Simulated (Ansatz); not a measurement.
# GaO: the cost of one run

Computed with Ansatz 0.2.0 (DFT PBE, scalar-relativistic, plane waves, PAW, unless a step's input says otherwise).

1 further run of the same task is left out (it didn't finish).

**1. The starting structure**

It takes space group P4/mmm (No. 123, tetragonal). Conventional cell: a = 2.750 Å, b = 2.750 Å, c = 3.371 Å, α = 90.00°, β = 90.00°, γ = 90.00°. Ga (site symmetry 4/mmm) has 8 O at 2.57 Å and 4 Ga at 2.75 Å in its first shell of neighbours. O (site symmetry 4/mmm) has 8 Ga at 2.57 Å in its first shell of neighbours.

As a file:

```cif
data_structure
_symmetry_space_group_name_H-M 'P 1'
_symmetry_Int_Tables_number 1
_cell_length_a 2.7501
_cell_length_b 2.7501
_cell_length_c 3.3711
_cell_angle_alpha 90.000
_cell_angle_beta 90.000
_cell_angle_gamma 90.000
_cell_volume 25.50
loop_
_atom_site_label
_atom_site_type_symbol
_atom_site_fract_x
_atom_site_fract_y
_atom_site_fract_z
_atom_site_occupancy
Ga1 Ga 0.50000 0.50000 0.50000 1
O1 O 0.00000 0.00000 0.00000 1
```

The cell is invented: species swapped into a database cell of ZnPt (P4/mmm, No. 123), with Ga on the Zn sites and O on the Pt sites. The dimensions are guesses.

**2. The guess as it stands, on a coarse mesh**

Input file input.yaml:

```yaml
crystal:
  lattice:
    - [2.75012611, 0.0, 0.0]
    - [0.0, 2.75012611, 0.0]
    - [0.0, 0.0, 3.37108233]
  atoms:
    - { symbol: Ga, position: [0.5, 0.5, 0.5] }
    - { symbol: O, position: [0.0, 0.0, 0.0] }
basis:
  ecutwfc: 420
kpoints:
  mp_grid: { grid: [6, 6, 6] }
hamiltonian:
  xc: pbe
scf:
  occupations: { method: gaussian, width: 0.1 }
  lower_state_search: "off"
output:
  forces: true
  stress: true
  eigenvalues: true
```

Command:

```bash
> ansatz run input.yaml --threads 1 --pin off --max-ram 2560MiB --backend cpu --events-out ev --progress --plain --runs-dir out
```

What time and memory should one allow on 1 thread of Intel Xeon at 2.50GHz (Skylake/Cascade Lake), shared host?

About 2.5 s, with a peak of 0.29 GiB.
